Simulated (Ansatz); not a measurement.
# CsGe3: the cost of one run

Method: DFT PBE, scalar-relativistic, plane waves, PAW, in Ansatz 0.2.0.

1 further run of the same task is left out (it didn't finish).

## 1. The structure to begin with

It takes space group Pm-3m (No. 221, cubic). The conventional cell has a = 4.937 Å, b = 4.937 Å, c = 4.937 Å, α = 90.00°, β = 90.00°, γ = 90.00°. Cs (site symmetry m-3m) has 12 Ge at 3.49 Å as nearest neighbours. Ge (site symmetry 4/mmm) has 4 Cs at 3.49 Å and 8 Ge at 3.49 Å as nearest neighbours.

Coordinates:

```cif
data_structure
_symmetry_space_group_name_H-M 'Pm-3m'
_symmetry_Int_Tables_number 221
_cell_length_a 4.9368
_cell_length_b 4.9368
_cell_length_c 4.9368
_cell_angle_alpha 90.000
_cell_angle_beta 90.000
_cell_angle_gamma 90.000
_cell_volume 120.32
loop_
_atom_site_label
_atom_site_type_symbol
_atom_site_symmetry_multiplicity
_atom_site_Wyckoff_symbol
_atom_site_fract_x
_atom_site_fract_y
_atom_site_fract_z
_atom_site_occupancy
Cs1 Cs 1 a 0.00000 0.00000 0.00000 1
Ge1 Ge 3 c 0.50000 0.50000 0.00000 1
```

The cell is invented: ordered superstructure of fcc (Pm-3m, No. 221). Lengths come from tabulated atomic sizes and are only a guess.

## 2. A first look at the guess

Input file input.yaml:

```yaml
crystal:
  lattice:
    - [4.93678244, 0.0, 0.0]
    - [0.0, 4.93678244, 0.0]
    - [0.0, 0.0, 4.93678244]
  atoms:
    - { symbol: Cs, position: [0.0, 0.0, 0.0] }
    - { symbol: Ge, position: [0.5, 0.5, 0.0] }
    - { symbol: Ge, position: [0.5, 0.0, 0.5] }
    - { symbol: Ge, position: [0.0, 0.5, 0.5] }
basis:
  ecutwfc: 420
kpoints:
  mp_grid: { grid: [4, 4, 4] }
hamiltonian:
  xc: pbe
scf:
  occupations: { method: gaussian, width: 0.1 }
  lower_state_search: "off"
output:
  forces: true
  stress: true
  eigenvalues: true
```

Launch:

```bash
$ ansatz run input.yaml --threads 1 --pin off --max-ram 2048MiB --backend cpu --events-out ev --progress --plain --runs-dir out
```

Q: Estimate wall time and peak memory on 1 thread of Intel Xeon Platinum 8259CL at 2.50GHz (Skylake/Cascade Lake), shared host.

About 2.7 s, with a peak of 0.43 GiB.
